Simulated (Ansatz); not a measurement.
# KSi2HO5: the cost of one run

Method: DFT, PBE, plane-wave PAW, default files, scalar-relativistic, as far as a step names no other, in Ansatz 0.2.0.

1 further run of the same task is left out (it didn't finish).

## 1. The starting structure

It takes space group Pna2_1 (No. 33, orthorhombic). Conventional cell: a = 12.650 Å, b = 4.873 Å, c = 8.337 Å, α = 90.00°, β = 90.00°, γ = 90.00°. K (site symmetry 1) has 6 O at 2.86 to 3.02 Å and 1 H at 3.05 Å as nearest neighbours. Around Si (site symmetry 1) lie 4 O at 1.62 to 1.64 Å. Around Si (site symmetry 1) lie 4 O at 1.60 to 1.66 Å. H (site symmetry 1) has 1 O at 1.09 Å as nearest neighbours. O (site symmetry 1) has 2 Si at 1.64 to 1.65 Å as nearest neighbours. O (site symmetry 1) is surrounded by 2 Si at 1.64 to 1.66 Å. Around O (site symmetry 1) lie 1 H at 1.09 Å. Only part of the 9 independent sites is listed.

As a file:

```
CELL_PARAMETERS angstrom
12.65012 0.00000 0.00000
0.00000 4.87303 0.00000
0.00000 0.00000 8.33655
ATOMIC_POSITIONS crystal
K 0.54150 0.96100 0.25044
K 0.04150 0.53900 0.25044
K 0.45850 0.03900 0.75044
K 0.95850 0.46100 0.75044
Si 0.69271 0.46988 0.56438
Si 0.18309 0.03251 0.94049
Si 0.30729 0.53012 0.06438
Si 0.81691 0.96749 0.44049
Si 0.31691 0.53251 0.44049
Si 0.80729 0.96988 0.06438
Si 0.68309 0.46749 0.94049
Si 0.19270 0.03011 0.56438
H 0.01411 0.02557 0.50096
H 0.98589 0.97443 0.00096
H 0.48589 0.52557 0.00096
H 0.51411 0.47443 0.50096
O 0.81094 0.06918 0.25198
O 0.31094 0.43082 0.25198
O 0.18906 0.93082 0.75198
O 0.68906 0.56918 0.75198
O 0.78872 0.24594 0.54587
O 0.28155 0.25353 0.95896
O 0.21128 0.75406 0.04587
O 0.71845 0.74647 0.45896
O 0.21845 0.75353 0.45896
O 0.71128 0.74594 0.04587
O 0.78155 0.24647 0.95896
O 0.28872 0.25406 0.54587
O 0.58143 0.33547 0.50684
O 0.07088 0.15401 0.99308
O 0.41857 0.66453 0.00684
O 0.92912 0.84599 0.49308
O 0.42912 0.65401 0.49308
O 0.91857 0.83547 0.00684
O 0.57088 0.34599 0.99308
O 0.08143 0.16453 0.50684
```

## 2. Gradients at the starting positions

input.yaml

```yaml
crystal:
  lattice:
    - [12.650118, 0.0, 0.0]
    - [0.0, 4.873032, 0.0]
    - [0.0, 0.0, 8.336547]
  atoms:
    - { symbol: K, position: [0.5415, 0.961004, 0.250436] }
    - { symbol: K, position: [0.0415, 0.538996, 0.250436] }
    - { symbol: K, position: [0.4585, 0.038996, 0.750436] }
    - { symbol: K, position: [0.9585, 0.461004, 0.750436] }
    - { symbol: Si, position: [0.692705, 0.469885, 0.564383] }
    - { symbol: Si, position: [0.183093, 0.032508, 0.940493] }
    - { symbol: Si, position: [0.307295, 0.530115, 0.064383] }
    - { symbol: Si, position: [0.816907, 0.967492, 0.440493] }
    - { symbol: Si, position: [0.316907, 0.532508, 0.440493] }
    - { symbol: Si, position: [0.807295, 0.969885, 0.064383] }
    - { symbol: Si, position: [0.683093, 0.467492, 0.940493] }
    - { symbol: Si, position: [0.192705, 0.030115, 0.564383] }
    - { symbol: H, position: [0.014114, 0.025572, 0.500962] }
    - { symbol: H, position: [0.985886, 0.974428, 0.000962] }
    - { symbol: H, position: [0.485886, 0.525572, 0.000962] }
    - { symbol: H, position: [0.514114, 0.474428, 0.500962] }
    - { symbol: O, position: [0.810944, 0.069177, 0.251984] }
    - { symbol: O, position: [0.310944, 0.430823, 0.251984] }
    - { symbol: O, position: [0.189056, 0.930823, 0.751984] }
    - { symbol: O, position: [0.689056, 0.569177, 0.751984] }
    - { symbol: O, position: [0.788718, 0.245936, 0.54587] }
    - { symbol: O, position: [0.281546, 0.253528, 0.958955] }
    - { symbol: O, position: [0.211282, 0.754064, 0.04587] }
    - { symbol: O, position: [0.718454, 0.746472, 0.458955] }
    - { symbol: O, position: [0.218454, 0.753528, 0.458955] }
    - { symbol: O, position: [0.711282, 0.745936, 0.04587] }
    - { symbol: O, position: [0.781546, 0.246472, 0.958955] }
    - { symbol: O, position: [0.288718, 0.254064, 0.54587] }
    - { symbol: O, position: [0.581432, 0.335471, 0.50684] }
    - { symbol: O, position: [0.070881, 0.154013, 0.993077] }
    - { symbol: O, position: [0.418568, 0.664529, 0.00684] }
    - { symbol: O, position: [0.929119, 0.845987, 0.493077] }
    - { symbol: O, position: [0.429119, 0.654013, 0.493077] }
    - { symbol: O, position: [0.918568, 0.835471, 0.00684] }
    - { symbol: O, position: [0.570881, 0.345987, 0.993077] }
    - { symbol: O, position: [0.081432, 0.164529, 0.50684] }
kpoints:
  mp_grid: { grid: [2, 5, 3] }
scf:
  occupations: { method: fermi_dirac, width: 0.02 }
hamiltonian:
  xc: pbe
  pseudopotentials: { kind: paw }
output:
  forces: true
  stress: true
  populations: true
  efg:
    quadrupole_moments_barn: { K: 0.0603, H: 0.00285783, O: -0.02558 }
    contact_densities: true
  write_density: true
  write_potential: true
  elf: true
  volumetric_format: npy
```

The run is started by

```
ansatz run input.yaml --threads 1 --pin off --max-ram 2560MiB --backend cpu --events-out ev --progress --plain --runs-dir out
```

Q: Estimate wall time and peak memory on 1 thread of Arm Neoverse V2, shared host.

About 2.6 min, with a peak of 1.1 GiB.
